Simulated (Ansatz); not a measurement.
# C3H11BSSi: the cost of one run

All numbers below are computed with Ansatz 0.2.0 (RKS B3LYP-D4/6-31G*).

## (1) The starting structure

Bond lengths (14 of 16 bonds, heavy atoms first): C1–B2 1.554 Å, B2–S3 1.892 Å, B2–C4 1.678 Å, C4–C5 1.490 Å, C5–Si6 1.908 Å, C1–H7 1.128 Å, C1–H8 1.169 Å, C1–H9 1.032 Å, S3–H10 1.414 Å, C4–H11 1.125 Å, C4–H12 1.080 Å, C5–H13 1.056 Å, C5–H14 1.091 Å, Si6–H15 1.465 Å. Angles (14 of 28 angles, heavy atoms first): C1–B2–S3 120.2°, C1–B2–C4 118.6°, S3–B2–C4 121.2°, B2–C4–C5 111.6°, C4–C5–Si6 113.4°, B2–C1–H7 109.4°, B2–C1–H8 109.6°, B2–C1–H9 113.0°, B2–S3–H10 92.4°, B2–C4–H11 104.4°, B2–C4–H12 105.4°, C5–C4–H11 113.6°, C5–C4–H12 111.9°, C4–C5–H13 107.7°.

Its coordinates follow in the input file.

## (2) Relaxing end A

The input, input.yaml:

```yaml
crystal:
  periodic: [false, false, false]
  atoms:
    - { symbol: C, position_ang: [-1.4072, -0.7654, -1.5778] }
    - { symbol: B, position_ang: [-0.8783, -0.9853, -0.1334] }
    - { symbol: S, position_ang: [-2.0876, -1.3381, 1.2783] }
    - { symbol: C, position_ang: [0.7803, -0.9916, 0.1222] }
    - { symbol: C, position_ang: [1.3891, 0.3319, -0.1898] }
    - { symbol: Si, position_ang: [0.9383, 1.6899, 1.0722] }
    - { symbol: H, position_ang: [-2.535, -0.8029, -1.5734] }
    - { symbol: H, position_ang: [-1.1379, 0.3153, -1.9343] }
    - { symbol: H, position_ang: [-1.0367, -1.4534, -2.2519] }
    - { symbol: H, position_ang: [-2.1432, 0.0252, 1.6501] }
    - { symbol: H, position_ang: [0.8969, -1.2986, 1.1986] }
    - { symbol: H, position_ang: [1.1663, -1.773, -0.515] }
    - { symbol: H, position_ang: [2.4383, 0.2236, -0.1387] }
    - { symbol: H, position_ang: [1.1129, 0.7019, -1.1785] }
    - { symbol: H, position_ang: [-0.4966, 1.9675, 0.9764] }
    - { symbol: H, position_ang: [1.2537, 1.236, 2.4497] }
    - { symbol: H, position_ang: [1.7276, 2.9166, 0.7855] }
basis:
  gaussian: { orbitals: "6-31G*" }
hamiltonian:
  xc: b3lyp
  dispersion: d4
relax:
  f_tol: 0.02
  max_steps: 50
```

Started as:

```sh
ansatz run input.yaml --threads 2 --pin off --max-ram 3072MiB --backend cpu --events-out ev --progress --plain --runs-dir out
```

**Question.** How long does this run take on 2 threads of Arm Neoverse V1, shared host, and how much memory does it need?

About 2.7 min, with a peak of 0.32 GiB.
